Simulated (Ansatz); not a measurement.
# AgHS (SMILES [SH][Ag]): single points off equilibrium

One table from this session's results is given with a row withheld; the runs are named, their logs left out.

The runs use Ansatz 0.2.0, Gaussian basis; single points in def2-TZVPP.

Cores are frozen in the correlated methods. Filled d shells of the heavier atoms are correlated. Core potentials replace the inner electrons past krypton, and spin-orbit coupling is left out. B3LYP uses VWN-RPA correlation.

## Starting geometry

SMILES `[SH][Ag]`, 3 atoms, charge 0, spin multiplicity 1.

Atoms are counted from 1 here; the program's logs count them from 0.

Bond lengths: S1–Ag2 2.139 Å, S1–H3 1.362 Å. Angles: Ag2–S1–H3 104.5°.

Coordinates:

```
atom     x (Å)     y (Å)     z (Å)
  S1  -0.43440  -0.62210  -0.25190
 Ag2   1.34840  -0.00500   0.75600
  H3  -1.09810   0.53850  -0.51420
```

Set-up of the first run:

File run/in.yaml:

```yaml
crystal:
  periodic: [false, false, false]
  atoms:
    - {symbol: S, position_ang: [-0.434400, -0.622100, -0.251900]}
    - {symbol: Ag, position_ang: [1.348400, -0.005000, 0.756000]}
    - {symbol: H, position_ang: [-1.098100, 0.538500, -0.514200]}
basis:
  gaussian: {orbitals: def2-TZVPP}
correlation: {method: ccsd_t}
output: {forces: true}
```

The command line of these runs was not kept.

Steps of the session up to this table: CCSD(T)/def2-TZVPP; PBE0-D4/def2-TZVPP; wB97M-V/def2-TZVPP; r2SCAN-D4/def2-TZVPP; PBE-D4/def2-TZVPP; LC-wPBE/def2-TZVPP; B3LYP-D4/def2-TZVPP.

One of the session's tables, all rows but one given; the rest of the session is left out.

| method | RMS force component (eV/Å) | angle to CCSD(T) forces (°) | dipole (D) |
| --- | --- | --- | --- |
| CCSD(T) | 1.302 | reference | 4.14 |
| PBE0-D4 | 1.236 | 1.4 | 3.96 |
| wB97M-V | 1.361 | 0.7 | 4.35 |
| r2SCAN-D4 | 1.099 | 2.3 | 3.64 |
| PBE-D4 | 1.131 | 8.3 | 3.25 |
| LC-wPBE | ? | ? | ? |
| B3LYP-D4 | 1.354 | 2.9 | 3.61 |

**Question.** Estimate the row for LC-wPBE.

**Answer.** RMS force component (eV/Å): 1.270; angle to CCSD(T) forces (°): 3.2; dipole (D): 4.72. In the column «RMS force component (eV/Å)» it lies between PBE0-D4 (1.236) and CCSD(T) (1.302).
